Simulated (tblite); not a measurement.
# C3H8BSSi: the cost of one run

Programs: tblite 0.8.0 and PySCF 2.14.0, with density-fitted response routines of our own. Each step states its level of theory. These are calculated values for one molecule in the gas phase, unless marked as measured. Atoms are numbered from 0 throughout.

## (1) The starting structure

14 atoms, charge 0, multiplicity 2; geometry from: force field or distance geometry start.

Bonds of the start (Å): Si0–S1 2.16, S1–B2 1.87, B2–C3 1.60, C3–C4 1.52, C4–C5 1.51, C5–C3 1.50, Si0–H6 1.48, Si0–H7 1.47, B2–H8 1.19, C3–H9 1.11, C4–H10 1.10, C4–H11 1.11, C5–H12 1.11, C5–H13 1.12.

## (2) Relaxing the molecule with GFN2-xTB

The job: settings as JSON, then the geometry in Å.

```
{"job": {"kind": "relax", "xc": "GFN2-xTB", "basis": "xTB"}, "charge": 0, "multiplicity": 2}
Si     3.562000    -0.469300    -0.406900
S      1.578000    -1.112800     0.170500
B      0.507800     0.332600     0.683300
C     -1.023000     0.106200     1.074200
C     -1.882000    -0.730900     0.140400
C     -2.024300     0.770100     0.177200
H      3.673500     0.928000     0.077300
H      4.609300    -1.259700     0.251600
H      0.801200     1.453400     0.413200
H     -1.287700     0.083400     2.154000
H     -2.701600    -1.336100     0.544700
H     -1.274500    -1.205800    -0.662900
H     -2.982300     1.138300     0.609100
H     -1.556900     1.302200    -0.687800
```

On the command line:

```
$ OMP_NUM_THREADS=1 python probes_run.py task.json out
```

One launch serves the whole session: the jobs run in the order shown.

**Question.** How long does this first job take on 1 thread of Arm Neoverse V1, shared host?

About 1 s.
